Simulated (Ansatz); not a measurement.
# GdO (F-43m) in Ansatz: a series of runs, part 2 of 3

Ansatz 0.2.0. The steps go on from the part before.

## (4) Projected density of states, PBEsol+U, collinear spin, ferromagnetic start

input.yaml

```yaml
crystal:
  lattice:
    - [0.0, 2.7, 2.7]
    - [2.7, 0.0, 2.7]
    - [2.7, 2.7, 0.0]
  atoms:
    - { symbol: Gd, position: [0.0, 0.0, 0.0], spin: 7.0 }
    - { symbol: O, position: [0.75, 0.75, 0.75] }
hamiltonian:
  xc: pbesol
  pseudopotentials: { kind: paw }
  hubbard: { sites: [{ species: Gd, l: f, u_eff: 5.0 }] }
magnetization:
  spin_polarized: true
kpoints:
  mp_grid: { grid: [9, 9, 9] }
scf:
  occupations: { method: fermi_dirac, width: 0.05 }
  n_extra_bands: 6
output:
  forces: true
  stress: true
  eigenvalues: true
  dos: { projected: true, de: 0.05, nscf_kmesh: { grid: [14, 14, 14] } }
```

Potentials or basis: Ansatz PAW.

Run with:

```sh
ansatz run input.yaml --threads 2 --pin off --max-ram 5632MiB --backend cpu --events-out ev --progress --plain --runs-dir out
```

Log:

```text
Warning: the band count 18 (scf.n_extra_bands) hosts the net moment |M| = 7.0000 μB (N_el = 24) but caps the reachable moment at 2·n_bands − N_el = 12.0000 μB, below the 20 bands that the automatic rule leaves for it — a moment growing past the seed, or the majority channel's smearing tail, pins there with fewer empty majority states than that count leaves; raise or omit scf.n_extra_bands unless the cap is intended
Warning: RAYON_NUM_THREADS=2 ignored (pool sized by the plan → 2); use --threads N
Gd: projections on atomic orbitals take those of the free atom [Kr 4d10] 4f7 5s2 5p6 5d1 6s2, of charge +0.00 (hamiltonian.pseudopotentials.projection_atoms); the dataset's partial waves leave at most 2.5e-4 of an orbital's norm unspanned inside its sphere
O: projections on atomic orbitals take those of the free atom [He] 2s2 2p4, of charge +0.00 (hamiltonian.pseudopotentials.projection_atoms); the dataset's partial waves leave at most 1.9e-8 of an orbital's norm unspanned inside its sphere
scf.n_extra_bands = 6 over 12 filled bands (N_el = 24.0): the run solves 18 bands
Engine: ansatz 0.2.0, x86_64-unknown-linux-gnu
Pseudopotentials: kind: paw
Pseudopotential: Gd, paw, valence charge 18, recommended cutoff 420 eV (normal), Gd.paw.azcp
Pseudopotential: O, paw, valence charge 6, recommended cutoff 420 eV (normal), O.paw.azcp
Functional definition: PBEsol
  exchange = pbesol_x
  correlation = pbesol_c
Crystal: 2 atoms, lattice volume = 39.366 Å³
Basis set: ecut = 420 eV, 749 PW (Γ), exchange–correlation on 54×54×54 points (8 copies of the dense FFT grid, shifted against one another)
Bands: 18, of which v1, the nominal top of the filled ones, is band 12 counted from 1 (11 counted from 0)
Symmetry: 24 space group operations
Space group: F-43m (ITA 216), of the structure as read, at distance tolerance 3.4e-5 Å
Magnetic group: BNS 216.74 (UNI 1576), of the structure as read, at distance tolerance 3.4e-5 Å
[... 40 lines left out ...]
Fermi energy:    12.411173 eV
--- Per-component energies (eV) ---
  E_band       = -51.580213
  E_kinetic    = 579.217004
  E_local      = -2483.323892  (includes V_loc(G=0)·N_el)
  E_nonlocal   = 336.682088
  E_hartree    = 1009.881058
  E_xc         = -305.791840
  E_vxc        = -347.534896  (∫ρ·V_xc dr)
  E_hubbard    = 0.088438  (on-site DFT+U / exact-exchange correction)
  E_vhub       = -17.387227  (the Hubbard potential's part of the band-sum identity)
  E_paw        = -6497.320381  (= ΣΔE_a)
  E_vpaw       = -138.997874  (= ΣTr[D̂ρ^β])
  E_aug_tail   = 0.002408  (compensation charges beyond the density's cutoff)
  E_ewald      = -2431.631488
  E_core_change = 0.696459  (= ΣΔE_core)
  E_smearing   = -0.006127  (= −TS)
  E_closure    = 0.000000  (closes the sum)
  Σ components = -9791.506270   (vs F -9791.506270, Δ=0.00e0)
--- Forces (eV/Å), atoms counted from 1 ---
  atom   1  Gd    -0.00000000     0.00000000    -0.00000000
  atom   2  O      0.00000000    -0.00000000     0.00000000
  max |Σ_I F_I| component: 1.39e-16 eV/Å
--- Stress (GPa, compression-positive) ---
       -4.050432       0.000000      -0.000000
        0.000000      -4.050432      -0.000000
       -0.000000      -0.000000      -4.050432
  P = ⅓ Tr σ = -4.0504 GPa (-40.504 kbar)
--- Band table (eV; the first three rows and the last of 70) ---
  k-point 0 ↑: bands = ["-33.6036", "-10.8194", "-10.8194", "-10.8194", "-7.0040", "4.1656", "4.1656", "4.1656", "4.3065", "4.3408", "4.3408", "4.3408", "6.7185", "6.7185", "6.7185", "9.9308", "14.6539", "14.6539"]
  k-point 1 ↑: bands = ["-33.5993", "-10.9386", "-10.8284", "-10.8284", "-6.8932", "4.1672", "4.1731", "4.1731", "4.3169", "4.3289", "4.3289", "4.3411", "6.5844", "6.7802", "6.7802", "10.4238", "14.4460", "14.4460"]
  k-point 2 ↑: bands = ["-33.5885", "-11.2112", "-10.8510", "-10.8510", "-6.6484", "4.1761", "4.1884", "4.1884", "4.3064", "4.3064", "4.3316", "4.3420", "6.4734", "6.9205", "6.9205", "11.4623", "14.2004", "14.2004"]
  k-point 34 ↓: bands = ["-30.3611", "-9.8318", "-8.7664", "-8.6282", "-5.3453", "6.9947", "7.2840", "7.8947", "13.2435", "13.6731", "14.4756", "14.4941", "14.5864", "14.6187", "14.6615", "14.7674", "14.8172", "16.5983"]
Occupation matrices written to <dir>
```

dos.tsv:

```text
# E-E_F[eV]	g_bin_mean(E)[states/eV]	N(E)	g_bin_mean_up(E)	g_bin_mean_dn(E)	N_up(E)	N_dn(E)
# format = ansatz-dos/2
# fermi_ev = 12.403669
# fermi_mp_grid = 14 14 14
# fermi_mp_shift = 0 0 0
# nscf_kmesh_grid = 14 14 14
# nscf_kmesh_shift = 0 0 0
# tetrahedron_fermi_ev = 12.356232
# g_bin_mean(E): the states in a bin one row spacing wide, centred on E, divided by that spacing. States that the method places at a single energy (under output.dos.method: tetrahedron, those of a tetrahedron whose four corners have one energy) are counted whole in the row whose bin holds that energy (on the edge of two bins, in the lower row). The sum of g_bin_mean over a run of rows, times the row spacing, is the number of states from half a spacing under the first of them to half a spacing over the last (a plain sum, not the trapezoid rule).
-46.507303	0.000000e0	0.000000e0	0.000000e0	0.000000e0	0.000000e0	0.000000e0
-46.457303	0.000000e0	0.000000e0	0.000000e0	0.000000e0	0.000000e0	0.000000e0
-46.407303	0.000000e0	0.000000e0	0.000000e0	0.000000e0	0.000000e0	0.000000e0
-46.357303	0.000000e0	0.000000e0	0.000000e0	0.000000e0	0.000000e0	0.000000e0
-46.307303	0.000000e0	0.000000e0	0.000000e0	0.000000e0	0.000000e0	0.000000e0
-46.257303	0.000000e0	0.000000e0	0.000000e0	0.000000e0	0.000000e0	0.000000e0
[... 1036 lines left out ...]
5.592697	0.000000e0	3.600000e1	0.000000e0	0.000000e0	1.800000e1	1.800000e1
5.642697	0.000000e0	3.600000e1	0.000000e0	0.000000e0	1.800000e1	1.800000e1
```

occupation_matrices:

```text
# The occupation matrices of the corrected shells as a run of Ansatz 0.0.0 ended. An entry of
# hamiltonian.hubbard.sites starts from them by `starting_ns: <path of this file>`, where that key's refused
# combinations let it.
# Free energy -9791.506270 eV.
[... 31 lines left out ...]
      - [9.071778088006476e-20, 2.6581786650325743e-20, 9.775325160628893e-21, 0.0037185619647287743, -1.968749143682195e-20, 7.406594080376754e-20, -1.5146900373589812e-19]
      - [-1.2667624521086633e-21, -7.74550608720571e-20, 1.6669294620533912e-20, -1.968749143682195e-20, 0.010416236650383721, 1.50493126719106e-19, -9.394459974684704e-21]
      - [-4.256023311564443e-20, 0.00034345738927369, -3.214769489606559e-20, 1.985583217949232e-20, 1.369405995630372e-19, 0.0032751603817991496, -2.708807671687459e-20]
      - [1.7365028326215763e-19, 3.590246986049637e-20, -0.0003434573892736898, -1.7518592625901853e-19, -9.394459974684704e-21, -6.7592859827713824e-21, 0.00327516038179915]
```

Run time: 8.7 s. Hardware: 2 threads of AMD EPYC 7R43 (Zen 3), shared host; peak memory 0.46 GiB.

What came out:

* Free energy: -9791.5063 eV
* Pressure: -4.1 GPa
* Band gap on the k mesh: none (metal or under the smearing width)
* Net moment: 7.91 μB per cell
* Absolute moment: 7.92 μB per cell
* Site moments: Gd +7.01; O +0.01 μB
* Density of states at the Fermi level: 0.56 states/eV per cell

States per cell in windows of 0.5 eV (zero at the Fermi level; states under -8 eV left out):
```
from (eV)    up  down  Gd 4f down  Gd 5d up  Gd 5d down  O 2p down  O 2p up  Gd 6s down
     -8.0  0.00  0.00        0.00      0.00        0.00       0.00     0.00        0.00
     -7.5  0.00  0.00        0.00      0.00        0.00       0.00     0.00        0.00
     -7.0  0.00  0.00        0.00      0.00        0.00       0.00     0.00        0.00
     -6.5  0.19  0.02        0.00      0.05        0.00       0.01     0.11        0.00
     -6.0  0.73  0.55        0.01      0.17        0.11       0.39     0.48        0.03
     -5.5  1.30  1.38        0.01      0.25        0.22       1.08     0.97        0.03
     -5.0  0.78  0.97        0.01      0.08        0.10       0.82     0.65        0.01
     -4.5  0.00  0.08        0.00      0.00        0.00       0.07     0.00        0.00
     -4.0  0.00  0.00        0.00      0.00        0.00       0.00     0.00        0.00
     -3.5  0.00  0.00        0.00      0.00        0.00       0.00     0.00        0.00
     -3.0  0.00  0.00        0.00      0.00        0.00       0.00     0.00        0.00
     -2.5  0.00  0.00        0.00      0.00        0.00       0.00     0.00        0.00
     -2.0  0.02  0.00        0.00      0.00        0.00       0.00     0.00        0.00
     -1.5  0.11  0.00        0.00      0.07        0.00       0.00     0.01        0.00
     -1.0  0.38  0.01        0.00      0.27        0.00       0.00     0.03        0.01
     -0.5  0.46  0.03        0.00      0.23        0.00       0.00     0.08        0.02
      0.0  0.04  0.05        0.01      0.02        0.00       0.00     0.01        0.03
      0.5  0.55  0.52        0.05      0.41        0.34       0.02     0.10        0.07
      1.0  0.33  0.78        0.20      0.29        0.41       0.07     0.03        0.06
      1.5  0.17  0.57        0.32      0.16        0.21       0.02     0.01        0.00
      2.0  0.46  5.69        5.46      0.41        0.18       0.02     0.03        0.01
      2.5  0.32  1.26        0.79      0.30        0.33       0.07     0.02        0.03
      3.0  0.14  0.30        0.04      0.13        0.23       0.02     0.00        0.00
      3.5  0.02  0.44        0.03      0.02        0.38       0.02     0.00        0.00
      4.0  0.00  0.27        0.01      0.00        0.24       0.01     0.00        0.00
      4.5  0.00  0.08        0.00      0.00        0.08       0.00     0.00        0.00
      5.0  0.00  0.00        0.00      0.00        0.00       0.00     0.00        0.00
      5.5  0.00  0.00        0.00      0.00        0.00       0.00     0.00        0.00
      6.0  0.00  0.00        0.00      0.00        0.00       0.00     0.00        0.00
      6.5  0.00  0.00        0.00      0.00        0.00       0.00     0.00        0.00
      7.0  0.00  0.00        0.00      0.00        0.00       0.00     0.00        0.00
      7.5  0.00  0.00        0.00      0.00        0.00       0.00     0.00        0.00
```

Eigenvalues of the final occupation matrices:
| site | spin | trace | eigenvalues |
| --- | --- | --- | --- |
| site 1 | 1 | 6.99 | 1.00 1.00 1.00 1.00 1.00 1.00 1.00 |
| site 1 | 2 | 0.03 | 0.00 0.00 0.00 0.00 0.00 0.00 0.01 |

Caveat: the magnetic or orbital state may not be the lowest; the pressure holds a Pulay correction of +0.3 GPa for the finite cutoff; spin-orbit coupling is left out, which moves the levels of the heavy elements; a cell with one magnetic atom can't hold antiferromagnetic order, which such compounds often take; the PAW data sets come from PBE, with cores solved anew for the run's functional, which leaves a small shift of forces and pressure. The state reached can hang on the start; a lower one may exist.

## (5) Projected density of states, PBEsol+U, collinear spin, ferromagnetic start

Edit input.yaml of step 4 so:

```diff
@@ -11,3 +11,3 @@
   pseudopotentials: { kind: paw }
-  hubbard: { sites: [{ species: Gd, l: f, u_eff: 5.0 }] }
+  hubbard: { sites: [{ species: Gd, l: f, u_eff: 6.0 }] }
 magnetization:
@@ -24 +24,5 @@
   dos: { projected: true, de: 0.05, nscf_kmesh: { grid: [14, 14, 14] } }
+  write_density: true
+  write_potential: true
+  elf: true
+  volumetric_format: npy
```

Run with:

```sh
ansatz run input.yaml --threads 2 --pin off --max-ram 5632MiB --backend cpu --events-out ev --progress --plain --runs-dir out
```

Wall time 8.9 s (2 threads of AMD EPYC 7R43 (Zen 3), shared host); peak memory 0.46 GiB.

It converged, with:

```yaml
Free_energy: -9791.4898 eV
Pressure: -3.9 GPa
Band_gap_on_the_k_mesh: none (metal or under the smearing width)
Net_moment: 7.92 μB per cell
Absolute_moment: 7.93 μB per cell
Site_moments: Gd +7.02; O +0.01 μB
Density_of_states_at_the_Fermi_level: 0.47 states/eV per cell
```

Levels at points of the mesh, in eV from the Fermi level:
Spin up:
| k point | band 13 | band 14 | band 15 | band 16 | band 17 | band 18 |
| --- | --- | --- | --- | --- | --- | --- |
| (0.00, 0.00, 0.00) | -5.71 | -5.71 | -5.71 | -2.49 | 2.23 | 2.23 |
Spin down:
```tsv
k point	band 6	band 7	band 8	band 9	band 10	band 11
(0.00, 0.00, 0.00)	-5.58	-5.58	-5.58	-1.16	2.52	2.52
```

States per cell in windows of 1 eV (zero at the Fermi level; states under -8 eV left out):
| from (eV) | up | down | Gd 4f down | Gd 5d up | Gd 5d down | O 2p down | O 2p up | Gd 6s down |
| --- | --- | --- | --- | --- | --- | --- | --- | --- |
| -8.0 | 0.00 | 0.00 | 0.00 | 0.00 | 0.00 | 0.00 | 0.00 | 0.00 |
| -7.0 | 0.34 | 0.06 | 0.00 | 0.09 | 0.02 | 0.04 | 0.20 | 0.00 |
| -6.0 | 2.06 | 2.09 | 0.02 | 0.40 | 0.35 | 1.62 | 1.51 | 0.06 |
| -5.0 | 0.60 | 0.84 | 0.01 | 0.05 | 0.07 | 0.73 | 0.51 | 0.01 |
| -4.0 | 0.00 | 0.00 | 0.00 | 0.00 | 0.00 | 0.00 | 0.00 | 0.00 |
| -3.0 | 0.01 | 0.00 | 0.00 | 0.00 | 0.00 | 0.00 | 0.00 | 0.00 |
| -2.0 | 0.21 | 0.00 | 0.00 | 0.14 | 0.00 | 0.00 | 0.01 | 0.00 |
| -1.0 | 0.78 | 0.04 | 0.00 | 0.45 | 0.00 | 0.00 | 0.12 | 0.03 |
| 0.0 | 0.63 | 0.61 | 0.04 | 0.48 | 0.39 | 0.03 | 0.11 | 0.10 |
| 1.0 | 0.51 | 1.14 | 0.23 | 0.45 | 0.67 | 0.11 | 0.04 | 0.07 |
| 2.0 | 0.75 | 6.70 | 6.16 | 0.68 | 0.42 | 0.05 | 0.04 | 0.02 |
| 3.0 | 0.11 | 1.20 | 0.45 | 0.11 | 0.65 | 0.06 | 0.00 | 0.01 |
| 4.0 | 0.00 | 0.31 | 0.01 | 0.00 | 0.28 | 0.01 | 0.00 | 0.00 |
| 5.0 | 0.00 | 0.00 | 0.00 | 0.00 | 0.00 | 0.00 | 0.00 | 0.00 |
| 6.0 | 0.00 | 0.00 | 0.00 | 0.00 | 0.00 | 0.00 | 0.00 | 0.00 |
| 7.0 | 0.00 | 0.00 | 0.00 | 0.00 | 0.00 | 0.00 | 0.00 | 0.00 |

Eigenvalues of the final occupation matrices:
```
  site  spin  trace                         eigenvalues
site 1     1   7.00  1.00 1.00 1.00 1.00 1.00 1.00 1.00
site 1     2   0.03  0.00 0.00 0.00 0.00 0.00 0.00 0.01
```

Caveat: the magnetic or orbital state may not be the lowest; the pressure holds a Pulay correction of +0.3 GPa for the finite cutoff; spin-orbit coupling is left out, which moves the levels of the heavy elements; a cell with one magnetic atom can't hold antiferromagnetic order, which such compounds often take; the PAW data sets come from PBE, with cores solved anew for the run's functional, which leaves a small shift of forces and pressure.

(Part 2 of 3 ends here.)
